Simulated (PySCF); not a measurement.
**Pr²⁺: excitation energy in ANO-RCC-VTZP**

Each state of praseodymium is computed at each level; their differences give the excitation energy. How far do the methods differ?

Method: unrestricted determinants in a Gaussian basis, no spin-orbit coupling in the energies. Code: PySCF 2.14.0.

## (1) What is computed

```
Element                                   : praseodymium (Z = 59)
Basis                                     : ANO-RCC-VTZP
Hamiltonian                               : the spin-free X2C one-electron Hamiltonian (Gaussian nucleus)
State 1                                   : Pr²⁺: [Xe] 4f2 5d1, one real determinant (an excited configuration)
Needed too, but not shown                 : Pr²⁺ [Xe] 4f3 (high-spin determinant)
Methods                                   : UHF, LDA, PBE, PBE0, r2SCAN, MP2
Core shells frozen in the correlated runs : valence: [Kr] 4d10; valence and next inner shell: [Ar] 3d10 (for Pr²⁺)
```

Outer shells as boxes (Hund's rule):

Pr2+ [Xe] 4f2 5d1
```
[Xe] core
4f [↑ ][↑ ][  ][  ][  ][  ][  ]
5d [↑ ][  ][  ][  ][  ]
```

The runs were made by one driver on top of PySCF. The scripts below sum up each run's settings (the driver also hands on starting orbitals that pick excited configurations, and frozen orbitals as a list rather than a count), and the logs come from the driver's own runs. The driver starts from symmetry-adapted Hartree-Fock orbitals, holds the occupation by maximum overlap and uses a logarithmic radial grid for functionals, so a plain start would take other cycles.

The driver's launch:

```
$ OMP_NUM_THREADS=1 python atomrun2.py TASK.json OUT
```

The integrals over 104 functions and the set-up took 34 s of CPU time.

## (2) Pr²⁺ [Xe] 4f2 5d1, method by method

#### UHF

input.py reads:

```python
from pyscf import gto, scf, dft, mp, cc
import basis_set_exchange as bse
mol = gto.M(atom="Pr 0 0 0", charge=2, spin=3, symmetry="D2h",
            basis=gto.basis.parse(bse.get_basis("ANO-RCC-VTZP", elements=["Pr"], fmt="nwchem", header=False)),
            nucmod="G")
mf = scf.UHF(mol).sfx2c1e()
mf.irrep_nelec = {'Ag': (10, 9), 'B1g': (2, 2), 'B2g': (2, 2), 'B3g': (2, 2), 'B1u': (5, 4), 'B2u': (5, 4), 'B3u': (4, 4)}
mf.kernel()
```

#### LDA

Changes to input.py:

```diff
@@ -5,3 +5,3 @@
             nucmod="G")
-mf = scf.UHF(mol).sfx2c1e()
+mf = dft.UKS(mol, xc="LDA,VWN").sfx2c1e()
 mf.irrep_nelec = {'Ag': (10, 9), 'B1g': (2, 2), 'B2g': (2, 2), 'B3g': (2, 2), 'B1u': (5, 4), 'B2u': (5, 4), 'B3u': (4, 4)}
```

#### PBE

Changes to input.py:

```diff
@@ -5,3 +5,3 @@
             nucmod="G")
-mf = dft.UKS(mol, xc="LDA,VWN").sfx2c1e()
+mf = dft.UKS(mol, xc="PBE").sfx2c1e()
 mf.irrep_nelec = {'Ag': (10, 9), 'B1g': (2, 2), 'B2g': (2, 2), 'B3g': (2, 2), 'B1u': (5, 4), 'B2u': (5, 4), 'B3u': (4, 4)}
```

#### PBE0

Changes to input.py:

```diff
@@ -5,3 +5,3 @@
             nucmod="G")
-mf = dft.UKS(mol, xc="PBE").sfx2c1e()
+mf = dft.UKS(mol, xc="PBE0").sfx2c1e()
 mf.irrep_nelec = {'Ag': (10, 9), 'B1g': (2, 2), 'B2g': (2, 2), 'B3g': (2, 2), 'B1u': (5, 4), 'B2u': (5, 4), 'B3u': (4, 4)}
```

#### r2SCAN

Changes to input.py:

```diff
@@ -5,3 +5,3 @@
             nucmod="G")
-mf = dft.UKS(mol, xc="PBE0").sfx2c1e()
+mf = dft.UKS(mol, xc="R2SCAN").sfx2c1e()
 mf.irrep_nelec = {'Ag': (10, 9), 'B1g': (2, 2), 'B2g': (2, 2), 'B3g': (2, 2), 'B1u': (5, 4), 'B2u': (5, 4), 'B3u': (4, 4)}
```

#### MP2 (valence)

Changes to input.py:

```diff
@@ -5,4 +5,5 @@
             nucmod="G")
-mf = dft.UKS(mol, xc="R2SCAN").sfx2c1e()
+mf = scf.UHF(mol).sfx2c1e()
 mf.irrep_nelec = {'Ag': (10, 9), 'B1g': (2, 2), 'B2g': (2, 2), 'B3g': (2, 2), 'B1u': (5, 4), 'B2u': (5, 4), 'B3u': (4, 4)}
 mf.kernel()
+mp.UMP2(mf, frozen=23).kernel()
```

#### MP2 (valence and next inner shell)

Changes to input.py:

```diff
@@ -8,2 +8,2 @@
 mf.kernel()
-mp.UMP2(mf, frozen=23).kernel()
+mp.UMP2(mf, frozen=14).kernel()
```

Before running it: what results should come out?

**Answer**, as computed:

| quantity | value |
| --- | --- |
| excitation energy, Pr²⁺ → [Xe] 4f2 5d1 | UHF 0.629, MP2 (valence and next inner shell) 1.396 eV |

In words: The methods span 2.196 eV, from UHF (0.629) to LDA (2.825). No reference value is at hand in this session. All values hold for this basis alone; no basis-set limit was taken.
